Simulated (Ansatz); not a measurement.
# YCl: equation of state

One table from this session's results is given with a row withheld; the runs are named, their logs left out.

Computed with Ansatz 0.2.0 (DFT PBEsol, scalar-relativistic, unless a step's input says otherwise).

**Starting point**

It takes space group R-3m (No. 166, trigonal). Conventional cell: a = 3.752 Å, b = 3.752 Å, c = 27.525 Å, α = 90.00°, β = 90.00°, γ = 120.00°. Y (site symmetry 3m) is surrounded by 3 Cl at 2.75 Å. Around Cl (site symmetry 3m) lie 3 Y at 2.75 Å.

As a file:

```
CELL_PARAMETERS angstrom
1.87615 1.08320 9.17500
-1.87615 1.08320 9.17500
0.00000 -2.16639 9.17500
ATOMIC_POSITIONS crystal
Y 0.21683 0.21683 0.21683
Y 0.78317 0.78317 0.78317
Cl 0.38830 0.38830 0.38830
Cl 0.61170 0.61170 0.61170
```

Atoms are numbered in the order of the input: Y1, Y2, Cl3, Cl4.

Set-up of the first run:

Contents of input.yaml:

```yaml
crystal:
  lattice:
    - [1.8507941279, 1.0685564879, 9.0509983128]
    - [-1.8507941279, 1.0685564879, 9.0509983128]
    - [0.0, -2.1371129758, 9.0509983128]
  atoms:
    - { symbol: "Y", position: [0.21683, 0.21683, 0.21683] }
    - { symbol: "Y", position: [0.78317, 0.78317, 0.78317] }
    - { symbol: Cl, position: [0.3883, 0.3883, 0.3883] }
    - { symbol: Cl, position: [0.6117, 0.6117, 0.6117] }
kpoints:
  mp_grid: { grid: [8, 8, 8] }
  band_path:
    path:
      - [0.0, 0.0, 0.0]
      - [0.5, 0.5, 0.5]
      - [0.8240413003, 0.1759586997, 0.5]
      - [0.5, -0.1759586997, 0.1759586997]
      - [0.5, 0.0, 0.0]
      - [0.0, 0.0, 0.0]
      - [0.3379793498, -0.3379793498, 0.0]
      - [0.6620206502, 0.0, 0.3379793498]
      - [0.5, 0.0, 0.5]
    npoints: 5
scf:
  occupations: { method: fermi_dirac, width: 0.02 }
hamiltonian:
  xc: pbesol
  pseudopotentials: { kind: all_electron, lapw: { basis_error: 0.001 } }
output:
  forces: true
  stress: true
  eigenvalues: true
```

Started as:

```console
> ansatz run input.yaml --threads 1 --pin off --max-ram 4096MiB --backend cpu --events-out ev --progress --plain --runs-dir out
```

Among the steps run: Volume × 0.96, LAPW; Volume × 0.96, PAW; Volume × 0.96, crystal datasets; Volume × 0.99, LAPW; Volume × 0.99, PAW; Volume × 0.99, crystal datasets; Volume × 1.02, LAPW; Volume × 1.02, PAW; Volume × 1.02, crystal datasets; Volume × 1.06, LAPW; Volume × 1.06, PAW; Volume × 1.06, crystal datasets.

One table of the session follows, with a row left open; its other results are not shown here.

It belongs to the step «The equation of state». 

| method | volume (Å³/atom) | largest force (eV/Å) |
| --- | --- | --- |
| LAPW | 26.850 | 0.277 |
| LAPW | 27.689 | 0.093 |
| LAPW | 28.528 | 0.171 |
| LAPW | 29.647 | 0.350 |
| PAW | 26.850 | 0.276 |
| PAW | 27.689 | 0.094 |
| PAW | 28.528 | 0.173 |
| PAW | 29.647 | ? |
| crystal datasets | 26.850 | 0.278 |
| crystal datasets | 27.689 | 0.092 |
| crystal datasets | 28.528 | 0.171 |
| crystal datasets | 29.647 | 0.350 |

**Question.** Estimate the row for PAW, 29.647.

**Answer.** largest force (eV/Å): 0.351. In the column «largest force (eV/Å)» it is the highest.

To keep in mind: Warnings in the runs' records: gradients without spin orbit, crystal datasets made.
